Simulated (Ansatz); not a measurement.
# CoHO2: the cost of one run

Program: Ansatz 0.2.0, Gaussian basis. Level of theory: def2-SVP, core rule «outside noble gas», up to 11 orbitals frozen. These are calculated values, not measurements.

To be run: UHF; CCSD(T) on ROHF; CCSD(T) on UHF; CISD as a restricted active space (open shells left free, so some higher excitations enter); CCSDT(Q) on ROHF; CCSDT(Q) on UHF; CASSCF and MRCISD+Q, 18 electrons in 13 orbitals; CASSCF and NEVPT2, 18 electrons in 13 orbitals.

5 further runs of the same task are left out: 1 that didn't finish, 4 set aside as unsound or not needed. Runs told in other sessions of the task aren't counted.

## (1) What is computed

The geometry is a PBE0/def2-TZVP stationary point (not a proven minimum).

4 atoms, charge 0, spin multiplicity 3.

Atoms are counted from 1 here; the program's logs count them from 0.

Bond lengths: Co1–O2 1.711 Å, Co1–O3 1.599 Å, Co1–H4 1.462 Å. Angles: O2–Co1–O3 162.8°, O2–Co1–H4 104.5°, O3–Co1–H4 92.8°.

## (2) UHF

File in.yaml:

```yaml
crystal:
  periodic: [false, false, false]
  atoms:
    - {symbol: Co, position_ang: [0.000000, -0.070044, 0.018767]}
    - {symbol: O, position_ang: [0.000000, 0.160190, -1.676458]}
    - {symbol: O, position_ang: [0.000000, 0.193723, 1.595363]}
    - {symbol: H, position_ang: [0.000000, -1.522403, 0.189965]}
basis:
  gaussian: {orbitals: def2-SVP}
magnetization: {spin_polarized: true, initial_magnetization: 2}
hamiltonian: {xc: hf}
output: {orbitals: {seedname: orbitals}}
```

The run is started by

```console
$ ansatz run in.yaml --threads 1 --pin off --events-out ev --progress --plain --max-ram 4096MiB --backend cpu
```

What time and memory should one allow on 1 thread of AMD EPYC 7R13, shared host?

About 30 s, with a peak of 0.29 GiB.
